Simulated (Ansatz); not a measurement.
# C6H4F radical: energies up the ladder, part 2 of 2

Aim: energies up the ladder, for C6H4F radical, with the cost of each level. Spin multiplicity 2.

Ansatz 0.2.0, Gaussian bases. The steps go on from the part before.

### 10 Single point, LDA/def2-TZVPPD

File input.yaml:

```yaml
crystal:
  periodic: [false, false, false]
  atoms:
    - { symbol: F, position_ang: [2.06258754, -0.82286085, 0.02117015] }
    - { symbol: C, position_ang: [0.81939423, -0.33750921, 0.00850476] }
    - { symbol: C, position_ang: [-0.27132343, -1.16235299, -0.00268948] }
    - { symbol: C, position_ang: [-1.56703856, -0.73154116, -0.01589899] }
    - { symbol: C, position_ang: [-1.77783064, 0.64826462, -0.01795767] }
    - { symbol: C, position_ang: [-0.69359257, 1.51396666, -0.00685676] }
    - { symbol: C, position_ang: [0.60887112, 1.03248106, 0.00642581] }
    - { symbol: H, position_ang: [-2.39970316, -1.42493034, -0.02442245] }
    - { symbol: H, position_ang: [-2.78869735, 1.03723919, -0.02824511] }
    - { symbol: H, position_ang: [-0.86028871, 2.58387958, -0.00847221] }
    - { symbol: H, position_ang: [1.46278153, 1.69952345, 0.01520195] }
magnetization:
  spin_polarized: true
  initial_magnetization: 1
basis:
  gaussian: { orbitals: def2-TZVPPD.json }
hamiltonian:
  xc: lda
```

Started as:

```
ansatz run input.yaml --threads 8 --pin off --max-ram 22528MiB --backend cpu --events-out ev --progress --plain --runs-dir out
```

Log:

```text
Warning: RAYON_NUM_THREADS=8 ignored (pool sized by the plan → 8); use --threads N
Engine: ansatz 0.2.0, aarch64-unknown-linux-gnu
Functional definition: SPW92
  exchange = slater_x
  correlation = pw_c
1477 factors; their error is unknown
mean field evaluation 1: about -8915.3348 eV, gradient 5.5e1 eV
mean field evaluation 2: about -8883.5012 eV, gradient 9.5e1 eV
mean field evaluation 4: about -8928.8883 eV, gradient 1.4e1 eV
mean field evaluation 8: about -8929.9002 eV, gradient 3.3e-1 eV
mean field evaluation 16: about -8929.8561 eV, gradient 2.3e-3 eV
mean field -8929.85611802 eV, -328.1661594635 hartree, gradient 3.6e-5 eV, S^2 0.755350; 0 other end points of the search recorded, 0 dependent functions left out
reference -8929.85617011 eV, -328.1661613776 hartree; 25, 24 occupied and 305, 306 virtual orbitals, 1477 factors
Total energy: -8929.85617011 eV, -328.1661613776 hartree
```

Run time: 2.3 s. Hardware: 8 threads of Arm Neoverse V2, shared host; peak memory 0.59 GiB.

### 11 Single point, PBE0-D4/def2-SVPD

input.yaml: that of step 10 with these lines changed.

```diff
@@ -18,4 +18,5 @@
 basis:
-  gaussian: { orbitals: def2-TZVPPD.json }
+  gaussian: { orbitals: def2-SVPD }
 hamiltonian:
-  xc: lda
+  xc: pbe0
+  dispersion: d4
```

Started as:

```
ansatz run input.yaml --threads 8 --pin off --max-ram 22528MiB --backend cpu --events-out ev --progress --plain --runs-dir out
```

Log:

```text
Warning: RAYON_NUM_THREADS=8 ignored (pool sized by the plan → 8); use --threads N
[... 2 set-up lines as earlier in the session ...]
  parameter a = 0.25
[... 2 set-up lines as earlier in the session ...]
  exchange = (1 - a)*pbe_x(kappa = kappa, mu = beta*pi^2/3) + a*exact_x
[... 1 set-up line as earlier in the session ...]
1455 factors; their error is unknown
mean field evaluation 1: about -8979.8751 eV, gradient 3.3e1 eV
mean field evaluation 2: about -8978.4512 eV, gradient 3.7e1 eV
mean field evaluation 4: about -8985.1952 eV, gradient 2.6e0 eV
mean field evaluation 8: about -8985.2302 eV, gradient 1.3e-1 eV
mean field evaluation 16: about -8985.1971 eV, gradient 2.3e-3 eV
mean field -8985.19710141 eV, -330.1999030916 hartree, gradient 6.9e-5 eV, S^2 0.761109; 0 other end points of the search recorded, 0 dependent functions left out
reference -8985.19713618 eV, -330.1999043693 hartree; 25, 24 occupied and 150, 151 virtual orbitals, 1455 factors
Total energy: -8985.43301694 eV, -330.2085728272 hartree
```

Wall time 2.4 s (8 threads of Arm Neoverse V2, shared host); peak memory 0.57 GiB.

### 12 Single point, PBE-D4/def2-SVPD

input.yaml: that of step 11 with these lines changed.

```diff
@@ -20,3 +20,3 @@
 hamiltonian:
-  xc: pbe0
+  xc: pbe
   dispersion: d4
```

Started as:

```
ansatz run input.yaml --threads 8 --pin off --max-ram 22528MiB --backend cpu --events-out ev --progress --plain --runs-dir out
```

Log, shortened:

```text
Warning: RAYON_NUM_THREADS=8 ignored (pool sized by the plan → 8); use --threads N
[... 6 set-up lines as earlier in the session ...]
1455 factors; their error is unknown
mean field evaluation 1: about -8975.4233 eV, gradient 4.2e1 eV
mean field evaluation 2: about -8960.8801 eV, gradient 6.7e1 eV
mean field evaluation 4: about -8984.5447 eV, gradient 7.0e0 eV
mean field evaluation 8: about -8984.8169 eV, gradient 2.2e-1 eV
mean field evaluation 16: about -8984.7111 eV, gradient 1.6e-3 eV
mean field -8984.71113487 eV, -330.1820441507 hartree, gradient 4.6e-5 eV, S^2 0.756431; 0 other end points of the search recorded, 0 dependent functions left out
reference -8984.71118182 eV, -330.1820458759 hartree; 25, 24 occupied and 150, 151 virtual orbitals, 1455 factors
Total energy: -8984.99384579 eV, -330.1924335851 hartree
```

Wall time 1.7 s (8 threads of Arm Neoverse V2, shared host); peak memory 0.28 GiB.

### 13 The anion of multiplicity 1 at the same geometry, PBE0-D4/def2-TZVPPD

input.yaml: that of step 12 with these lines changed.

```diff
@@ -14,9 +14,7 @@
     - { symbol: H, position_ang: [1.46278153, 1.69952345, 0.01520195] }
-magnetization:
-  spin_polarized: true
-  initial_magnetization: 1
+total_charge: -1
 basis:
-  gaussian: { orbitals: def2-SVPD }
+  gaussian: { orbitals: def2-TZVPPD.json }
 hamiltonian:
-  xc: pbe
+  xc: pbe0
   dispersion: d4
```

Started as:

```
ansatz run input.yaml --threads 8 --pin off --max-ram 22528MiB --backend cpu --events-out ev --progress --plain --runs-dir out
```

Log, shortened:

```text
Warning: RAYON_NUM_THREADS=8 ignored (pool sized by the plan → 8); use --threads N
[... 7 set-up lines as earlier in the session ...]
1477 factors; their error is unknown
mean field evaluation 1: about -8987.8065 eV, gradient 5.7e1 eV
mean field evaluation 2: about -8949.8505 eV, gradient 1.1e2 eV
mean field evaluation 4: about -8995.6402 eV, gradient 1.0e1 eV
mean field evaluation 8: about -8995.9257 eV, gradient 2.6e-1 eV
mean field evaluation 16: about -8995.9317 eV, gradient 7.7e-4 eV
mean field -8995.93170936 eV, -330.5943926575 hartree, gradient 4.7e-5 eV, S^2 0.000000; 0 other end points of the search recorded, 0 dependent functions left out
reference -8995.93175124 eV, -330.5943941963 hartree; 25, 25 occupied and 305, 305 virtual orbitals, 1477 factors
Total energy: -8996.19963280 eV, -330.6042386624 hartree
```

Wall time 2.9 s (8 threads of Arm Neoverse V2, shared host); peak memory 0.78 GiB.

### 14 The anion of multiplicity 1 at the same geometry, PBE-D4/def2-TZVPPD

input.yaml: that of step 13 with these lines changed.

```diff
@@ -18,3 +18,3 @@
 hamiltonian:
-  xc: pbe0
+  xc: pbe
   dispersion: d4
```

Started as:

```
ansatz run input.yaml --threads 8 --pin off --max-ram 22528MiB --backend cpu --events-out ev --progress --plain --runs-dir out
```

Log, shortened:

```text
Warning: RAYON_NUM_THREADS=8 ignored (pool sized by the plan → 8); use --threads N
[... 6 set-up lines as earlier in the session ...]
1477 factors; their error is unknown
mean field evaluation 1: about -8981.2394 eV, gradient 7.6e1 eV
mean field evaluation 2: about -8851.7107 eV, gradient 2.0e2 eV
mean field evaluation 4: about -8991.3319 eV, gradient 4.0e1 eV
mean field evaluation 8: about -8995.5848 eV, gradient 8.6e-1 eV
mean field evaluation 16: about -8995.5396 eV, gradient 1.0e-2 eV
mean field -8995.53957452 eV, -330.5799819677 hartree, gradient 6.6e-6 eV, S^2 0.000000; 0 other end points of the search recorded, 0 dependent functions left out
reference -8995.53962956 eV, -330.5799839907 hartree; 25, 25 occupied and 305, 305 virtual orbitals, 1477 factors
Total energy: -8995.86034482 eV, -330.5917700589 hartree
```

It took 2.5 s on 8 threads of Arm Neoverse V2, shared host; peak memory 0.51 GiB.

### 15 The anion of multiplicity 1 at the same geometry, r2SCAN-D4/def2-TZVPPD

input.yaml: that of step 14 with these lines changed.

```diff
@@ -18,3 +18,3 @@
 hamiltonian:
-  xc: pbe
+  xc: r2scan
   dispersion: d4
```

Started as:

```
ansatz run input.yaml --threads 8 --pin off --max-ram 22528MiB --backend cpu --events-out ev --progress --plain --runs-dir out
```

Log, shortened:

```text
Warning: RAYON_NUM_THREADS=8 ignored (pool sized by the plan → 8); use --threads N
[... 7 set-up lines as earlier in the session ...]
1477 factors; their error is unknown
mean field evaluation 1: about -8990.1641 eV, gradient 6.7e1 eV
mean field evaluation 2: about -8933.6571 eV, gradient 1.4e2 eV
mean field evaluation 4: about -9000.3779 eV, gradient 1.9e1 eV
mean field evaluation 8: about -9001.3753 eV, gradient 4.7e-1 eV
mean field evaluation 16: about -9001.3406 eV, gradient 1.1e-3 eV
mean field -9001.34055964 eV, -330.7931642389 hartree, gradient 4.6e-5 eV, S^2 0.000000; 0 other end points of the search recorded, 0 dependent functions left out
reference -9001.34057837 eV, -330.7931649272 hartree; 25, 25 occupied and 305, 305 virtual orbitals, 1477 factors
Total energy: -9001.41993131 eV, -330.7960810942 hartree
```

Wall time 4.4 s (8 threads of Arm Neoverse V2, shared host); peak memory 0.55 GiB.

### 16 The anion of multiplicity 1 at the same geometry, B3LYP-D4/def2-TZVPPD

input.yaml: that of step 15 with these lines changed.

```diff
@@ -18,3 +18,3 @@
 hamiltonian:
-  xc: r2scan
+  xc: { name: B3LYP }
   dispersion: d4
```

Started as:

```
ansatz run input.yaml --threads 8 --pin off --max-ram 22528MiB --backend cpu --events-out ev --progress --plain --runs-dir out
```

Log, shortened:

```text
Warning: RAYON_NUM_THREADS=8 ignored (pool sized by the plan → 8); use --threads N
[... 7 set-up lines as earlier in the session ...]
1477 factors; their error is unknown
mean field evaluation 1: about -8996.5506 eV, gradient 6.3e1 eV
mean field evaluation 2: about -8950.4809 eV, gradient 1.2e2 eV
mean field evaluation 4: about -9005.9324 eV, gradient 1.2e1 eV
mean field evaluation 8: about -9006.3293 eV, gradient 3.0e-1 eV
mean field evaluation 16: about -9006.3216 eV, gradient 8.1e-4 eV
mean field -9006.32158280 eV, -330.9762134639 hartree, gradient 4.4e-5 eV, S^2 0.000000; 0 other end points of the search recorded, 0 dependent functions left out
reference -9006.32188413 eV, -330.9762245375 hartree; 25, 25 occupied and 305, 305 virtual orbitals, 1477 factors
Total energy: -9006.83719205 eV, -330.9951617544 hartree
```

It took 3 s on 8 threads of Arm Neoverse V2, shared host; peak memory 0.78 GiB.

### 17 The anion of multiplicity 1 at the same geometry, wB97M-V/def2-TZVPPD

input.yaml: that of step 16 with these lines changed.

```diff
@@ -18,3 +18,2 @@
 hamiltonian:
-  xc: { name: B3LYP }
-  dispersion: d4
+  xc: { name: wB97M-V }
```

Started as:

```
ansatz run input.yaml --threads 8 --pin off --max-ram 22528MiB --backend cpu --events-out ev --progress --plain --runs-dir out
```

Log, shortened:

```text
Warning: RAYON_NUM_THREADS=8 ignored (pool sized by the plan → 8); use --threads N
[...]
[... 1 set-up line as earlier in the session ...]
[...]
  gx(w, u) = 1 - cx + cx01*u + cx10*w
  gss(w, u) = css00 + css04*u^4 + css10*w + css20*w^2 + css43*w^4*u^3
  gos(w, u) = cos00 + cos10*w + (cos20 + cos21*u)*w^2 + (cos60 + cos61*u)*w^6
[...]
      + integral(e_c_pw_mod_opposite_spin*gos(b97_w_opposite, b97_u_opposite)) + vv10(b, c)
1477 factors; their error is unknown
435 factors; integrals over basis functions are off by at most 2.6e-5 eV
[...]
mean field -9003.09173283 eV, -330.8575186668 hartree, gradient 4.6e-5 eV, S^2 0.000000; 0 other end points of the search recorded, 0 dependent functions left out
reference -9003.09180007 eV, -330.8575211379 hartree; 25, 25 occupied and 305, 305 virtual orbitals, 1477 factors
Total energy: -9003.09180007 eV, -330.8575211379 hartree
```

Run time: 8.9 s. Hardware: 8 threads of Arm Neoverse V2, shared host; peak memory 1.1 GiB.

### 18 The anion of multiplicity 1 at the same geometry, B2PLYP/def2-TZVPPD

input.yaml: that of step 17 with these lines changed.

```diff
@@ -18,2 +18,2 @@
 hamiltonian:
-  xc: { name: wB97M-V }
+  xc: { name: B2PLYP }
```

Started as:

```
ansatz run input.yaml --threads 8 --pin off --max-ram 22528MiB --backend cpu --events-out ev --progress --plain --runs-dir out
```

Log, shortened:

```text
Warning: RAYON_NUM_THREADS=8 ignored (pool sized by the plan → 8); use --threads N
[...]
[... 1 set-up line as earlier in the session ...]
[...]
1989 factors; integrals over basis functions are off by at most 1.1e-3 eV
[...]
mean field -8988.42182580 eV, -330.3184095270 hartree, gradient 4.7e-6 eV, S^2 0.000000; 0 other end points of the search recorded, 0 dependent functions left out
7 core orbitals not correlated: weight in the atoms' cores, before any rotation towards them, 1.000 or more for the frozen orbitals, at most 0.000 for the correlated occupied ones
reference -8988.42201415 eV, -330.3184164487 hartree; 18, 18 occupied and 305, 305 virtual orbitals, 1989 factors
second order -39.89912826 eV of doubles, -0.00000000 eV of singles
Total energy: -8999.19477878 eV, -330.7143082468 hartree
```

Wall time 7.7 s (8 threads of Arm Neoverse V2, shared host); peak memory 1.4 GiB.

### 19 Geometries side by side

| level | F1–C2 (Å) | C2–C3 (Å) | C2–C7 (Å) | rotational constants (MHz) | dipole (D) | highest frequency (cm⁻¹) | CPU time |
| --- | --- | --- | --- | --- | --- | --- | --- |
| PBE0-D4/def2-TZVPPD | 1.3346 | 1.3675 | 1.3861 | 6151.1, 2568.5, 1811.9 | 2.07 | 3219 | 6 min |

Constants are for the commonest isotopes at the equilibrium geometry; times are CPU times of the relaxations.

### 20 Vertical electron affinity

| level | vertical electron affinity (eV) | from B2PLYP/def2-TZVPPD (eV) | CPU time of both |
| --- | --- | --- | --- |
| PBE-D4/def2-TZVPPD | 1.272 | +0.024 | 46 s |
| r2SCAN-D4/def2-TZVPPD | 1.052 | -0.197 | 90 s |
| B3LYP-D4/def2-TZVPPD | 1.331 | +0.082 | 67 s |
| wB97M-V/def2-TZVPPD | 1.312 | +0.063 | 5.8 min |
| B2PLYP/def2-TZVPPD | 1.248 | -0.000 | 3.5 min |

### 21 Summary of results

The summary covers parts 1 to 2.

```
                                      quantity             value
                  F1–C2 at PBE0-D4/def2-TZVPPD           1.335 Å
                  C2–C3 at PBE0-D4/def2-TZVPPD           1.368 Å
                  C2–C7 at PBE0-D4/def2-TZVPPD           1.386 Å
            frequencies at PBE0-D4/def2-TZVPPD  233 to 3219 cm⁻¹
vertical electron affinity, B2PLYP/def2-TZVPPD          1.248 eV
```

No mode is imaginary, so the geometry is a minimum. For the vertical electron affinity, PBE-D4/def2-TZVPPD comes nearest to B2PLYP/def2-TZVPPD (+0.02 eV) and r2SCAN-D4/def2-TZVPPD is farthest (-0.20 eV).
